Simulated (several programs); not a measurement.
AlBP₂ (ordering on zincblende) from semi-empirical methods to plane-wave DFT

AlBP₂ as one 4-atom ordering (P-4m2) on the zincblende lattice, relaxed with r2SCAN in Ansatz, was computed with several methods. The symmetry is P-4m2 (No. 115, tetragonal); conventional cell a = 3.492 Å, c = 5.214 Å, 15.89 Å³ an atom. B is surrounded by 4 P at 2.06 Å; P is surrounded by 2 B at 2.06 Å and 2 Al at 2.31 Å; Al is surrounded by 4 P at 2.31 Å. Note: simulated data, non-magnetic, for a generated structure that need not be the stable one.

```yaml
crystal:
  lattice:
    - [3.49211, 0.00000, 0.00000]
    - [0.00000, 3.49211, 0.00000]
    - [0.00000, 0.00000, 5.21358]
  atoms:
    - { symbol: B, position: [0.00000, 0.00000, 0.00000] }
    - { symbol: P, position: [0.00000, 0.50000, 0.20914] }
    - { symbol: Al, position: [0.50000, 0.50000, 0.50000] }
    - { symbol: P, position: [0.50000, 0.00000, 0.79086] }
```

Gaps and times are for a single point on this cell; volume and bulk modulus come from each method's own relaxation or energy curve at fixed shape, which is too stiff where a cell has free coordinates or axes. Times are rough, from shared hosts (Arm Neoverse V1), and each method has its own mesh and cell size. A dagger marks a closed or tiny gap in a crystal that DFT finds insulating: a failure of the method or a wrong SCF state. A double dagger marks a value from a curve with shape and coordinates held. PM6 (MOPAC), PM7 (MOPAC), GFN1-xTB (tblite), GFN2-xTB (tblite) treat a cluster of cells at its zone centre, which samples few k points: where these miss a band edge, the gap comes out too large for that reason alone. Gaps from k meshes are read at a limited set of points (mesh, symmetry points, PBE's band edges), so each method's own least gap may be somewhat smaller. xTB and the PM methods were fitted mostly to molecules, and can miss a solid's gap by electronvolts. Minimal bases can be far off for gaps. Times of the plane-wave ladder aren't listed, since it ran on unlike processors and cards. GLLB-SC's gap includes the derivative discontinuity. G0W0 is at finite bands, cutoff and mesh. d marks a direct gap, i an indirect one (no mark: not told apart), a dash a value that wasn't computed or didn't pass its checks.

```csv
method,kind,gap (eV),own volume (Å³/atom),bulk modulus (GPa),atoms computed,processor time
light PBE (260 eV and a coarse mesh),light plane-wave,0.73 i,16.13‡,112‡,4,1.1 s
PBE/SZV (CP2K),small basis,3.15 i,17.00‡,108‡,4,5.6 s
GFN1-xTB (tblite),tight binding,0.13†,–,–,cluster,6.4 s
PBE,semilocal,0.72 i,16.04,112‡,4,–
GFN2-xTB (tblite),tight binding,1.44,16.48‡,103‡,cluster,7.8 s
PM7 (MOPAC),semi-empirical,4.06,–,–,cluster,13 s
PBE/DZVP (CP2K),small basis,0.75 i,16.07‡,111‡,4,14 s
PBE/single zeta (GPAW),small basis,2.07 i,–,–,4,14 s
GLLB-SC (GPAW),model potential,1.33,–,–,4,16 s
r2SCAN,semilocal,0.95 i,15.89,119‡,4,–
PM6 (MOPAC),semi-empirical,6.07,–,–,cluster,19 s
HSE06,hybrid,1.40 i,–,–,4,–
G0W0@PBE (120 eV screening cutoff),many-body,1.42,–,–,4,–
PBE0,hybrid,2.07 i,–,–,4,–
```

Against HSE06 (1.40 eV) and with closed or daggered gaps left aside, the nearest gap at the points sampled is that of G0W0@PBE (120 eV screening cutoff) (+0.02 eV) and the farthest that of PM6 (MOPAC) (+4.67 eV). HSE06 is only a yardstick of convenience, and nearness to it can be luck.

Volumes against r2SCAN's: PBE +0.9 %.
